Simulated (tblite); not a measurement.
# F2GeH3: the cost of one run

Computed with tblite 0.8.0 and PySCF 2.14.0; each step states its level. No surroundings beyond the atoms listed, unless a continuum is named. Atoms count from 0, parts from 1.

## 1. The system as given

6 atoms, charge -1, multiplicity 1; geometry: rigid parts in contact. Parts: 1 = atoms 0–4, `[F][GeH3]`, charge 0; 2 = atom 5, `[F-]`, charge -1.

## 2. Docking the parts with GFN2-xTB

The job: settings as JSON, then the geometry in Å.

```
{"job": {"kind": "dock", "xc": "GFN2-xTB", "basis": "xTB"}, "charge": -1, "multiplicity": 1, "parts": [{"atoms": "0-4", "charge": 0, "multiplicity": 1}, {"atoms": "5-5", "charge": -1, "multiplicity": 1}]}
Ge    -0.137219    -0.019495    -0.008752
F      1.577244     0.221521     0.097595
H     -0.269943    -1.151933    -0.972743
H     -0.640916     1.293062    -0.511465
H     -0.529166    -0.343155     1.395366
F     -2.924539    -0.223436    -0.085704
```

With the program's defaults for keys left out, this is: GFN2-xTB search for minima from random contacts, gas phase.

Launch:

```bash
OMP_NUM_THREADS=1 python cluster_run.py task.json out
```

The driver reads the jobs from task.json and runs them one after another.

Q: Estimate the wall time of this first job on 1 thread of Arm Neoverse N1, shared host.

About 5 s.
